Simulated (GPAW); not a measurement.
LiCe3: single point with PBE

LiCe3:

```
Ce Li
1.0
     4.73787    0.00000    0.00000
     0.00000    4.73787    0.00000
     0.00000    0.00000    4.73787
Ce Li
3 1
Direct
  0.49149 0.99474 0.50928
  0.99222 0.49778 0.48914
  0.50708 0.50119 0.00451
  0.99964 0.99447 0.00576
```

The cell comes from a database or a generator and needn't be the stable form of this composition.

The cell isn't the ideal one: atoms moved at random, drawn with an rms of 0.05 Å.

| Property | Result |
| --- | --- |
| Program | GPAW 26.7.0 |
| Task | single point |
| Functional | PBE |
| Potentials or basis | GPAW PAW data sets (gpaw-data 1.2.1) |
| Cutoff | 800 eV |
| Basis | pw |
| k mesh | 6 × 6 × 6 |
| Occupations | fermi-dirac, width 0.05 eV |
| Spin | collinear spin, ferromagnetic start |
| Starting moments | [1.0, 1.0, 1.0, 0.0] μB |
| Maxiter | 150 |

```json
{
  "Pressure": "-0.2 GPa",
  "Largest force": "0.116 eV/Å",
  "Band gap on the k mesh": "none (metal or under the smearing width)",
  "Net moment": "2.12 μB per cell",
  "Site moments": "Ce +0.53; Li +0.00 μB"
}
```

Forces on the atoms (eV/Å):
```
Ce  -0.049 -0.012  0.105
Ce  -0.020 -0.033 -0.053
Ce   0.072 -0.007  0.014
Li  -0.002  0.051 -0.066
```

Levels at points of the mesh, in eV from the Fermi level:
Spin up:
```tsv
k point	band 16	band 17	band 18	band 19	band 20	band 21	band 22	band 23
(0.00, 0.00, 0.00)	-1.10	-1.09	-1.05	-1.04	-0.04	0.15	0.15	0.15
(0.00, 0.00, 0.50)	-0.88	-0.22	-0.19	-0.06	0.10	0.12	0.13	0.17
(0.00, 0.50, 0.00)	-0.88	-0.23	-0.22	-0.03	0.10	0.12	0.12	0.17
(0.00, 0.50, 0.50)	-0.46	-0.30	-0.28	-0.26	0.05	0.06	0.07	0.13
(0.50, 0.00, 0.00)	-0.89	-0.23	-0.20	-0.06	0.10	0.12	0.12	0.17
(0.50, 0.00, 0.50)	-0.46	-0.28	-0.26	-0.24	0.05	0.05	0.05	0.14
(0.50, 0.50, 0.00)	-0.46	-0.31	-0.29	-0.27	0.05	0.06	0.07	0.12
(0.50, 0.50, 0.50)	-1.15	-0.12	0.00	0.00	0.00	0.16	0.17	0.19
```
Spin down:
```
           k point  band 13  band 14  band 15  band 16  band 17  band 18  band 19  band 20  band 21  band 22
(0.00, 0.00, 0.00)    -3.04    -2.77    -0.87    -0.87    -0.86    -0.86    -0.85     0.36     0.45     0.46
(0.00, 0.00, 0.50)    -1.79    -1.13    -0.93    -0.61     0.00     0.02     0.30     0.42     0.45     0.48
(0.00, 0.50, 0.00)    -1.79    -1.12    -0.93    -0.61    -0.01     0.00     0.32     0.42     0.45     0.48
(0.00, 0.50, 0.50)    -0.75    -0.62    -0.25    -0.23    -0.09    -0.05    -0.03     0.40     0.41     0.42
(0.50, 0.00, 0.00)    -1.79    -1.13    -0.93    -0.61    -0.01     0.02     0.30     0.42     0.46     0.48
(0.50, 0.00, 0.50)    -0.75    -0.64    -0.31    -0.22    -0.06    -0.05     0.00     0.40     0.40     0.41
(0.50, 0.50, 0.00)    -0.74    -0.62    -0.24    -0.23    -0.09    -0.06    -0.04     0.40     0.42     0.42
(0.50, 0.50, 0.50)    -2.36    -0.91    -0.90    -0.90     0.18     0.35     0.35     0.35     0.51     0.52
```

Run time: 26 min on 1 thread of Arm Neoverse V2 (shared host), peak memory 1.3 GiB.

Caveat: one-centre terms of the f shell are cut off; the magnetic or orbital state may not be the lowest; spin-orbit coupling is left out, which moves the levels of the heavy elements; without U or exact exchange the open f shell lies at the Fermi level, which spoils levels, moments and volumes. The state reached can hang on the start; a lower one may exist.
